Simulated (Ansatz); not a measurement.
**AlGaPH (quintet): from Hartree-Fock to the top rungs, cc-pVDZ**

The task here is to estimate one member of a computed series from the others.

Computed with Ansatz 0.2.0, Gaussian basis. Level: cc-pVDZ, core rule «outside noble gas», up to 24 orbitals frozen.

The runs, in order: UHF; CCSD(T) on ROHF; CCSD(T) on UHF; BCCD(T) on ROHF; CISD; CCSDT(Q) on ROHF; CCSDT(Q) on UHF.

32 further runs of the same task are left out: 1 for a known fault of the program, 17 that didn't finish, 14 set aside as unsound or not needed.

### The system

The geometry is a PBE0/def2-TZVP stationary point (not a proven minimum) of the parent state, kept for this charge and spin. No spin-orbit coupling is included. The filled d shell of Ga may be among the frozen orbitals whatever the setting's name suggests; the logs give the count.

4 atoms, charge 0, spin multiplicity 5.

Atoms are counted from 1 here; the program's logs count them from 0.

Bond lengths: Al1–Ga2 2.468 Å, Ga2–P3 2.169 Å, P3–H4 1.431 Å. Angles: Al1–Ga2–P3 177.4°, Ga2–P3–H4 87.2°.

The first run:

Contents of in.yaml:

```yaml
crystal:
  periodic: [false, false, false]
  atoms:
    - {symbol: Al, position_ang: [0.000119, -0.314755, 2.933144]}
    - {symbol: Ga, position_ang: [-0.000347, -0.308821, 0.465010]}
    - {symbol: P, position_ang: [0.000099, -0.403705, -1.702288]}
    - {symbol: H, position_ang: [0.000128, 1.027280, -1.695867]}
basis:
  gaussian: {orbitals: cc-pVDZ}
magnetization: {spin_polarized: true, initial_magnetization: 4}
hamiltonian: {xc: hf}
output: {orbitals: {seedname: orbitals}}
```

The run is started by

```console
> ansatz run in.yaml --threads 1 --pin off --events-out ev --progress --plain --max-ram 2393MiB
```

Among the steps run: UHF; CCSD(T) on ROHF; CCSD(T) on UHF; BCCD(T) on ROHF; CISD; CCSDT(Q) on ROHF; CCSDT(Q) on UHF.

One table of the session follows, with a row left open; its other results are not shown here.

It belongs to the step «Misses and costs». 

```
   method  from RCCSDT(Q) (kcal/mol)
     ROHF                    +146.37
      UHF                    +142.57
     RMP2                     +32.34
     UMP2                     +32.62
    RCCSD                      +8.14
    UCCSD                      +7.86
 RCCSD(T)                      +1.90
 UCCSD(T)                      +1.78
  BCCD(T)                          ?
   RCCSDT                      +0.53
   UCCSDT                      +0.39
RCCSDT(Q)                          0
UCCSDT(Q)                      -0.14
```

Q: Estimate the row for BCCD(T) from the others.

**Answer.** from RCCSDT(Q) (kcal/mol): +1.82. In the column «from RCCSDT(Q) (kcal/mol)» it lies between UCCSD(T) (+1.78) and RCCSD(T) (+1.90).

Not comparable, so not listed: CISD (they don't share determinant, frozen orbitals or solution with the rows shown, or repeat one).

To keep in mind: Restricted and unrestricted rows rest on different reference determinants; where their highest levels disagree by more than a few hundredths of an eV, they describe different states and don't form one ladder.
